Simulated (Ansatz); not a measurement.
**GeCF (quartet): wave-function methods side by side at a displaced geometry (v2), cc-pVDZ**

One table from this session's results is given with a row withheld; the runs are named, their logs left out.

Method: cc-pVDZ, core rule «outside noble gas», up to 16 orbitals frozen; program: Ansatz 0.2.0, Gaussian basis.

Plan: UHF; CCSD(T) on ROHF; CCSD(T) on UHF; BCCD(T) on ROHF; CISD; CCSDT(Q) on ROHF; CCSDT(Q) on UHF.

33 further runs of the same task are left out: 10 for a known fault of the program, 8 that didn't finish, 15 set aside as unsound or not needed.

## The system

The geometry is a PBE0/def2-TZVP stationary point (not a proven minimum) with its atoms shifted at random (size 0.100 Å). No spin-orbit coupling is included. The filled d shell of Ge may be among the frozen orbitals whatever the setting's name suggests; the logs give the count.

3 atoms, charge 0, spin multiplicity 4.

Atoms are counted from 1 here; the program's logs count them from 0.

Bond lengths: C1–Ge2 1.974 Å, Ge2–F3 1.781 Å. Angles: C1–Ge2–F3 99.4°.

Geometry (Å):

```xyz
3
charge 0, multiplicity 4
C     0.1317   -1.0053    1.5204
Ge   -0.0331    0.3521    0.0965
F     0.0435   -0.7107   -1.3300
```

Set-up of the first run:

The input, in.yaml:

```yaml
crystal:
  periodic: [false, false, false]
  atoms:
    - {symbol: C, position_ang: [0.131725, -1.005273, 1.520357]}
    - {symbol: Ge, position_ang: [-0.033150, 0.352105, 0.096471]}
    - {symbol: F, position_ang: [0.043471, -0.710735, -1.330018]}
basis:
  gaussian: {orbitals: cc-pVDZ}
magnetization: {spin_polarized: true, initial_magnetization: 3}
hamiltonian: {xc: hf}
output: {orbitals: {seedname: orbitals}}
```

Command:

```console
> ansatz run in.yaml --threads 1 --pin off --events-out ev --progress --plain --max-ram 2393MiB
```

Among the steps run: UHF; CCSD(T) on ROHF; CCSD(T) on UHF; BCCD(T) on ROHF; CISD; CCSDT(Q) on ROHF; CCSDT(Q) on UHF.

One table of the session follows, with a row left open; its other results are not shown here.

```
   method  from UCCSDT(Q) (kJ/mol)
     ROHF                   +955.5
      UHF                        ?
     RMP2                   +110.8
     UMP2                   +109.1
    RCCSD                    +32.5
    UCCSD                    +32.1
 RCCSD(T)                     +7.6
 UCCSD(T)                     +7.3
  BCCD(T)                     +6.6
   RCCSDT                     +3.1
   UCCSDT                     +2.9
RCCSDT(Q)                     +0.7
UCCSDT(Q)                        0
```

Estimate the missing values for UHF.

The run gave: from UCCSDT(Q) (kJ/mol): +949.0. In the column «from UCCSDT(Q) (kJ/mol)» it lies between RMP2 (+110.8) and ROHF (+955.5).

Not comparable, so not listed: CISD (they don't share determinant, frozen orbitals or solution with the rows shown, or repeat one).

Caveats from the session: Restricted and unrestricted rows rest on different reference determinants; where their highest levels disagree by more than a few hundredths of an eV, they describe different states and don't form one ladder.
